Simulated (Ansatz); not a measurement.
# ReP (zincblende): response to moved atoms and strain

How does ReP (zincblende) push back when it is distorted? Each run changes the relaxed cell in one way. The start comes from a prototype table, not from a measured structure.

Computed with Ansatz 0.2.0 (DFT PBEsol, scalar-relativistic, plane waves, PAW, unless a step's input says otherwise).

### Step 1. The system as given

Symmetry: F-43m, No. 216, cubic system. Conventional cell: a = 5.259 Å, b = 5.259 Å, c = 5.259 Å, α = 90.00°, β = 90.00°, γ = 90.00°. Around Re (site symmetry -43m) lie 4 P at 2.28 Å. P (site symmetry -43m) has 4 Re at 2.28 Å as nearest neighbours.

Coordinates:

```xyz
2
Lattice="0.0000 2.6297 2.6297 2.6297 0.0000 2.6297 2.6297 2.6297 0.0000" Properties=species:S:1:pos:R:3 pbc="T T T"
Re    0.0000    0.0000    0.0000
P     1.3148    1.3148    1.3148
```

An earlier run at PBEsol left this cell at 18.185 Å³/atom and 0.00 GPa (12×12×12 mesh).

The changes: atom 2 (P) moved 0.2 Å along x; strain e4 = -0.01, atoms carried along.

### Step 2. Atom 2 (P) moved 0.2 Å along x

Contents of input.yaml:

```yaml
crystal:
  lattice:
    - [0.0, 2.62967042, 2.62967042]
    - [2.62967042, 0.0, 2.62967042]
    - [2.62967042, 2.62967042, 0.0]
  atoms:
    - { symbol: Re, position: [0.0, 0.0, 0.0] }
    - { symbol: P, position: [0.2119724209, 0.2880275791, 0.2880275791] }
basis:
  ecutwfc: 420
  ecutrho_ratio: 4
kpoints:
  mp_grid: { grid: [12, 12, 12] }
hamiltonian:
  xc: pbesol
scf:
  occupations: { method: gaussian, width: 0.05 }
output:
  forces: true
  stress: true
  eigenvalues: true
```

After this run come: Strain e4 = -0.01, atoms carried along.

Before running it: what results should come out? Wanted: for each run, change; change of free energy; largest force; largest change of stress.

The runs gave:

| change | change of free energy (meV/atom) | largest force (eV/Å) | largest change of stress (GPa) |
| --- | --- | --- | --- |
| atom 2 (P) moved 0.2 Å along x | 158.07 | 3.227 | 20.96 |
| strain e4 = -0.01, atoms carried along | 0.61 | 0.238 | 1.08 |

Moving atom 2 by 0.20 Å meets a restoring force of 3.227 eV/Å along the move, a force constant of about 16.1 eV/Å². The strain e4 = -0.01 changes that stress component by +1.08 GPa (compression positive), a ratio of 108 GPa; that is a secant over a finite strain with the atoms carried along, not the elastic constant. No change lowers the energy by more than 0.5 meV/atom; other distortions weren't tried. Spin–orbit coupling is left out, though the cell holds Re; in elements this heavy it can shift levels and gaps by tenths of an eV.
